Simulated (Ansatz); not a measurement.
# C2H3F (SMILES C=CF) at HF/3-21G

What is the electronic atomisation energy of C2H3F at HF/3-21G? 

Program for the calculation: Ansatz 0.2.0.

44 further runs of the same task are left out: 44 set aside as unsound or not needed.

## 1. The molecule

The species is C2H3F (6 atoms), meant as a singlet with charge 0. SMILES: `C=CF`. The shape is that of a PBE0-D4/def2-TZVP optimisation.

Bond lengths: C1–C2 1.316 Å, C2–F3 1.336 Å, C1–H4 1.082 Å, C1–H5 1.081 Å, C2–H6 1.084 Å. Angles: C1–C2–F3 122.3°, C1–C2–H6 125.7°, F3–C2–H6 112.0°, C2–C1–H4 121.6°, C2–C1–H5 119.2°, H4–C1–H5 119.2°.

## 2. A single-point energy at HF/3-21G

in.yaml

```yaml
crystal:
  periodic: [false, false, false]
  atoms:
    - {symbol: C, position_ang: [-0.536200, 0.076400, -0.442800]}
    - {symbol: C, position_ang: [0.490000, -0.016300, 0.376600]}
    - {symbol: F, position_ang: [0.966200, -1.192400, 0.795500]}
    - {symbol: H, position_ang: [-1.043900, -0.803300, -0.816600]}
    - {symbol: H, position_ang: [-0.880200, 1.054100, -0.749700]}
    - {symbol: H, position_ang: [1.046100, 0.817400, 0.790700]}
basis:
  gaussian: {orbitals: 3-21G.json}
hamiltonian: {xc: hf}
accuracy: high
output: {orbitals: {seedname: orbitals}}
```

The basis set 3-21G is read from a file made from the Basis Set Exchange's data (not shown).

On the command line:

```
ansatz run in.yaml --threads 1 --pin off --max-ram 3480MiB --events-out events.jsonl --progress --plain --runs-dir runs
```

What it wrote:

```text
Warning: RAYON_NUM_THREADS=1 ignored (pool sized by the plan → 1); use --threads N
Functional definition: HF
  name "HF"
  exchange = exact_x
  correlation = 0
710 factors; integrals over basis functions are off by at most 9.1e-9 eV
mean field evaluation 1: about -4785.7598 eV, gradient 2.2e1 eV
mean field evaluation 2: about -4785.7542 eV, gradient 2.2e1 eV
mean field evaluation 4: about -4786.9902 eV, gradient 2.1e0 eV
mean field evaluation 8: about -4787.0071 eV, gradient 1.4e-1 eV
mean field -4787.00725215 eV, -175.9192717664 hartree, gradient 2.9e-8 eV, S^2 0.000000; 0 other end points of the search recorded, 0 dependent functions left out
reference -4787.00725215 eV, -175.9192717664 hartree; 12, 12 occupied and 21, 21 virtual orbitals, 710 factors
Total energy: -4787.00725215 eV, -175.9192717664 hartree
```

It took 0.3 s on 1 thread of Intel Xeon Platinum 8259CL at 2.50GHz (Skylake/Cascade Lake), shared host.

## 3. The C atom

molecule.yaml

```yaml
crystal:
  periodic: [false, false, false]
  atoms:
    - symbol: C
      position_ang: [0.000000, 0.000000, 0.000000]
basis:
  gaussian:
    orbitals: 3-21G.json
magnetization:
  spin_polarized: true
  initial_magnetization: 2
hamiltonian:
  xc: hf
accuracy: high
```

The basis set 3-21G is read from a file made from the Basis Set Exchange's data (not shown).

Run the same way, it converges to -37.48107 Eh (log not shown).

## 4. The F atom, same level

molecule.yaml

```yaml
crystal:
  periodic: [false, false, false]
  atoms:
    - {symbol: F, position_ang: [0.000000, 0.000000, 0.000000]}
basis:
  gaussian: {orbitals: 3-21G.json}
magnetization: {spin_polarized: true, initial_magnetization: 1}
hamiltonian: {xc: hf}
accuracy: high
```

The basis set 3-21G is read from a file made from the Basis Set Exchange's data (not shown).

Run the same way, it converges to -98.84501 Eh (log not shown).

## 5. The H atom at the same level

input.yaml

```yaml
crystal:
  periodic: [false, false, false]
  atoms:
    - {symbol: H, position_ang: [0.000000, 0.000000, 0.000000]}
basis:
  gaussian:
    orbitals: 3-21G.json
magnetization:
  spin_polarized: true
  initial_magnetization: 1
hamiltonian:
  xc: hf
accuracy: high
```

The basis set 3-21G is read from a file made from the Basis Set Exchange's data (not shown).

Run the same way, it converges to -0.49620 Eh (log not shown).

## 6. What came out

Level: HF/3-21G.

```
                     quantity          value
       molecule: total energy  -175.91927 Eh
        molecule: HOMO energy      -10.41 eV
        molecule: LUMO energy        5.00 eV
      molecule: HOMO–LUMO gap       15.40 eV
         C atom: total energy   -37.48107 Eh
                 C atom: ⟨S²⟩          2.001
         F atom: total energy   -98.84501 Eh
                 F atom: ⟨S²⟩          0.750
         H atom: total energy    -0.49620 Eh
                 H atom: ⟨S²⟩          0.750
electronic atomisation energy      16.967 eV
```

What this shows: Taking the molecule apart into free atoms costs 16.97 eV (391 kcal/mol), before zero-point energy and without spin-orbit coupling. Hartree–Fock lacks the correlation of the bonding pairs, which as a rule makes this value much too low; in minimal bases other errors can mask that. The basis has no polarisation functions, which makes bonds too weak.
